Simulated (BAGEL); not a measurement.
# GePH4Cl (SMILES [PH2][GeH2][Cl]): HF/6-31G(d) (density fitting with qzvpp-jkfit, spherical functions)

Aim: the energy change on altering one bond length of GePH4Cl at HF/6-31G* (density fitting with qzvpp-jkfit, spherical functions), from 2 runs. 

The results are computed with BAGEL 1.2.2.

4 further runs of the same task are left out: 4 set aside as unsound or not needed.

### Step 1. The system as given

GePH4Cl: 7 atoms, total charge 0, spin state singlet. As SMILES, `[PH2][GeH2][Cl]`. Geometry: a GFN2-xTB relaxation, a rough one for these elements and not checked as a minimum. This is one conformer, not always the lowest.

Bond lengths: P1–Ge2 2.310 Å, Ge2–Cl3 2.108 Å, P1–H4 1.390 Å, P1–H5 1.391 Å, Ge2–H6 1.526 Å, Ge2–H7 1.522 Å. Angles: P1–Ge2–Cl3 109.3°, P1–Ge2–H6 117.5°, P1–Ge2–H7 112.5°, Cl3–Ge2–H6 105.7°, Cl3–Ge2–H7 106.2°, Ge2–P1–H4 92.6°, Ge2–P1–H5 92.2°, H6–Ge2–H7 105.0°, H4–P1–H5 92.5°.

### Step 2. The energy at HF/6-31G(d) (density fitting with qzvpp-jkfit, spherical functions)

hf.json

```json
{ "bagel" : [

{
  "title" : "molecule",
  "basis" : "6-31gs.json",
  "df_basis" : "qzvpp-jkfit",
  "angstrom" : true,
  "geometry" : [
    { "atom" : "P", "xyz" : [   -0.848280,    0.159240,   -1.350800 ] },
    { "atom" : "Ge", "xyz" : [    0.627510,   -0.161770,    0.396700 ] },
    { "atom" : "Cl", "xyz" : [    1.884440,    1.522000,    0.563350 ] },
    { "atom" : "H", "xyz" : [   -1.663390,   -0.887510,   -0.937300 ] },
    { "atom" : "H", "xyz" : [   -1.581720,    1.096660,   -0.630550 ] },
    { "atom" : "H", "xyz" : [    0.036210,   -0.374130,    1.787390 ] },
    { "atom" : "H", "xyz" : [    1.545220,   -1.354480,    0.171220 ] }
  ]
},
{
  "title" : "hf"
},
{
  "title" : "print",
  "file" : "orbitals.molden",
  "orbitals" : true
}

]}
```

The basis set 6-31G* is read from a file made from the Basis Set Exchange's data (not shown).

Started as:

```sh
BAGEL_NUM_THREADS=1 BAGEL hf.json > hf.out
```

What it wrote:

```text
* using 1 threads per process

  ===============================================================
  ===============================================================

  *** Geometry ***

  { "atom" : "P", "xyz" : [     -1.603017,      0.300920,     -2.552642 ] },
  { "atom" : "Ge", "xyz" : [      1.185822,     -0.305701,      0.749654 ] },
  { "atom" : "Cl", "xyz" : [      3.561075,      2.876163,      1.064577 ] },
  { "atom" : "H", "xyz" : [     -3.143352,     -1.677151,     -1.771240 ] },
  { "atom" : "H", "xyz" : [     -2.989018,      2.072387,     -1.191567 ] },
  { "atom" : "H", "xyz" : [      0.068427,     -0.707003,      3.377678 ] },
  { "atom" : "H", "xyz" : [      2.920043,     -2.559596,      0.323559 ] },

  Number of auxiliary basis functions:      594

  Since a DF basis is specified, we compute 2- and 3-index integrals:
    o Being stored without compression. Storage requirement is 0.027 GB

  Number of basis functions:       76
  Number of electrons      :       68

    * METHOD: MOLECULE                             0.28

  *** RHF ***

  === Nuclear Repulsion ===
   346.5120747882

      * DIIS with orbital gradients will be used.

  === RHF iteration (6-31gs.json) ===
      0      -2877.58424218          0.00745071           0.08
      1      -2877.63229827          0.00312247           0.07
      2      -2877.63850772          0.00114040           0.07
      3      -2877.63942703          0.00030979           0.07
      4      -2877.63949227          0.00006271           0.07
      5      -2877.63949896          0.00001302           0.07
      6      -2877.63949928          0.00000335           0.07
      7      -2877.63949930          0.00000095           0.08
      8      -2877.63949930          0.00000025           0.07
      9      -2877.63949930          0.00000010           0.07
     10      -2877.63949930          0.00000004           0.07
     11      -2877.63949930          0.00000001           0.07
     12      -2877.63949930          0.00000000           0.07
    * SCF iteration converged.

    * Permanent dipole moment:
           (    0.742832,     0.669907,    -0.113514) a.u.

    * METHOD: HF                                   1.17

    * METHOD: PRINT                                0.01

  ===============================================================
```

Run time: 1.7 s. Hardware: 1 thread of AMD EPYC 9R45 (Zen 5), shared host; peak memory 0.15 GiB.

### Step 3. The distorted shape, same level

calc.json

```json
{ "bagel": [

{
  "title": "molecule",
  "basis": "6-31gs.json",
  "df_basis": "qzvpp-jkfit",
  "angstrom": true,
  "geometry": [
    { "atom": "P", "xyz": [   -0.985959,    0.338176,   -1.316972 ] },
    { "atom": "Ge", "xyz": [    0.489831,    0.017166,    0.430528 ] },
    { "atom": "Cl", "xyz": [    1.746761,    1.700936,    0.597178 ] },
    { "atom": "H", "xyz": [   -1.801069,   -0.708574,   -0.903472 ] },
    { "atom": "H", "xyz": [   -1.719399,    1.275596,   -0.596722 ] },
    { "atom": "H", "xyz": [   -0.101469,   -0.195194,    1.821218 ] },
    { "atom": "H", "xyz": [    1.545220,   -1.354480,    0.171220 ] }
  ]
},
{ "title": "hf", "charge": 0 },
{ "title": "print", "file": "orbitals.molden", "orbitals": true }

]}
```

The basis set 6-31G* is read from a file made from the Basis Set Exchange's data (not shown).

Started as:

```sh
BAGEL_NUM_THREADS=1 BAGEL calc.json > calc.out
```

What it wrote:

```text
* using 1 threads per process

  ===============================================================
  ===============================================================

  *** Geometry ***

  { "atom" : "P", "xyz" : [     -1.863192,      0.639060,     -2.488716 ] },
  { "atom" : "Ge", "xyz" : [      0.925646,      0.032439,      0.813580 ] },
  { "atom" : "Cl", "xyz" : [      3.300900,      3.214303,      1.128503 ] },
  { "atom" : "H", "xyz" : [     -3.403527,     -1.339011,     -1.707315 ] },
  { "atom" : "H", "xyz" : [     -3.249193,      2.410527,     -1.127641 ] },
  { "atom" : "H", "xyz" : [     -0.191749,     -0.368863,      3.441603 ] },
  { "atom" : "H", "xyz" : [      2.920043,     -2.559596,      0.323559 ] },

  Number of auxiliary basis functions:      594

  Since a DF basis is specified, we compute 2- and 3-index integrals:
    o Being stored without compression. Storage requirement is 0.027 GB

  Number of basis functions:       76
  Number of electrons      :       68

    * METHOD: MOLECULE                             0.30

  *** RHF ***

  === Nuclear Repulsion ===
   344.7373176985

      * DIIS with orbital gradients will be used.

  === RHF iteration (6-31gs.json) ===
      0      -2877.57240277          0.00741286           0.08
      1      -2877.62060126          0.00318718           0.08
      2      -2877.62708575          0.00113890           0.08
      3      -2877.62804397          0.00031709           0.08
      4      -2877.62811272          0.00006297           0.08
      5      -2877.62811951          0.00001360           0.08
      6      -2877.62811985          0.00000357           0.08
      7      -2877.62811987          0.00000097           0.07
      8      -2877.62811987          0.00000027           0.08
      9      -2877.62811987          0.00000011           0.08
     10      -2877.62811987          0.00000004           0.08
     11      -2877.62811987          0.00000001           0.08
     12      -2877.62811987          0.00000000           0.08
    * SCF iteration converged.

    * Permanent dipole moment:
           (    0.860039,     0.511487,    -0.127836) a.u.

    * METHOD: HF                                   1.21

    * METHOD: PRINT                                0.01

  ===============================================================
```

Wall time 1.7 s (1 thread of AMD EPYC 9R45 (Zen 5), shared host); peak memory 0.15 GiB.

### Step 4. Outcome

Level: HF/6-31G* (density fitting with qzvpp-jkfit, spherical functions).

| quantity | value |
| --- | --- |
| first shape: total energy | -2877.63950 Eh |
| first shape: dipole moment | 2.56 D |
| first shape: HOMO energy | -10.45 eV |
| first shape: LUMO energy | 2.96 eV |
| first shape: HOMO–LUMO gap | 13.42 eV |
| distorted shape: total energy | -2877.62812 Eh |
| distorted shape: dipole moment | 2.56 D |
| distorted shape: HOMO energy | -10.53 eV |
| distorted shape: LUMO energy | 2.93 eV |
| distorted shape: HOMO–LUMO gap | 13.46 eV |
| energy change with the Ge2–H7 bond stretched from 1.522 to 1.750 Å | 0.310 eV |

**Reading.** With the Ge2–H7 bond stretched from 1.522 to 1.750 Å the energy rises by 0.31 eV (29.9 kJ/mol). The first shape isn't relaxed at this level, so the change isn't measured from a minimum.
